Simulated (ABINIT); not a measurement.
Set up this calculation in ABINIT 10.8.3 (patched build), as the native input.

| Property | Result |
| --- | --- |
| Task | band structure |
| Functional | PBE |
| Potentials or basis | JTH PAW PBE v2.0 |
| Cutoff | 599 eV |
| k mesh | 6 × 6 × 6 |
| Occupations | fermi-dirac, width 0.05 eV |
| Spin | no spin polarisation |
| Fine-grid cutoff | 1197.3 eV |

Crystal: InSb3.

```xyz
4
Lattice="0.0000 3.7946 3.7946 3.7946 0.0000 3.7946 3.7946 3.7946 0.0000" Properties=species:S:1:pos:R:3 pbc="T T T"
Sb    3.7946    3.7946    3.7946
Sb    5.6918    5.6918    5.6918
Sb    1.8973    1.8973    1.8973
In    0.0000    0.0000    0.0000
```

The cell comes from a database or a generator and needn't be the stable form of this composition.

The input as run:

run.abi

```
# Datasets: ground state, then fixed potential
ndtset 2

# Pseudopotentials
pp_dirpath "./"
pseudos "Sb.GGA_PBE-JTH.xml, In.GGA_PBE-JTH.xml"

# Structure
acell 10.140858362 10.140858362 10.140858362
rprim
     0.0000000000     0.7071067812     0.7071067812
     0.7071067812     0.0000000000     0.7071067812
     0.7071067812     0.7071067812     0.0000000000
ntypat 2
znucl 51 49
natom 4
typat 1 1 1 2
xred
     0.5000000000     0.5000000000     0.5000000000
     0.7500000000     0.7500000000     0.7500000000
     0.2500000000     0.2500000000     0.2500000000
     0.0000000000     0.0000000000     0.0000000000

# Plane-wave basis
ecut 22.0
pawecutdg 44.0
pawxcdev 0

# Exchange and correlation
ixc 11

# Bands and occupations
occopt 3
tsmear 0.05 eV

# SCF cycle
nstep 100

# Output
iomode 3
prtwf 0
prteig 0
prtebands 0
enunit 1
prtden1 1

# Dataset 1
kptopt1 1
ngkpt1 6 6 6
nshiftk1 1
shiftk1 0.0 0.0 0.0
nband1 35
tolvrs1 1.0e-9

# Dataset 2: bands along G-X-W-K-G-L-U-W-L-K
iscf2 -2
getden2 1
nband2 41
nbdbuf2 4
tolwfr2 1.0e-11
kptopt2 -9
ndivsm2 8
prteig2 1
prtvol2 -3
kptbounds2
     0.0000000000     0.0000000000     0.0000000000
     0.5000000000     0.0000000000     0.5000000000
     0.5000000000     0.2500000000     0.7500000000
     0.3750000000     0.3750000000     0.7500000000
     0.0000000000     0.0000000000     0.0000000000
     0.5000000000     0.5000000000     0.5000000000
     0.6250000000     0.2500000000     0.6250000000
     0.5000000000     0.2500000000     0.7500000000
     0.5000000000     0.5000000000     0.5000000000
     0.3750000000     0.3750000000     0.7500000000
```

Potentials or basis: JTH PAW PBE v2.0.

The run is started by

```sh
$ mpirun --bind-to none -np 4 abinit run.abi > log 2>&1
```

It gave:

| Property | Result |
| --- | --- |
| Pressure | -0.2 GPa |
| Band gap on the k mesh | none (metal or under the smearing width) |
| Valence electrons inside the program's atomic spheres | Sb 12.36, 12.39; In 11.08 |

Caveat: spin-orbit coupling is left out, which moves the levels of the heavy elements.

It took 3.1 min on 4 MPI ranks on Arm Neoverse V2, with other jobs on the host, peak memory 0.84 GiB a rank.
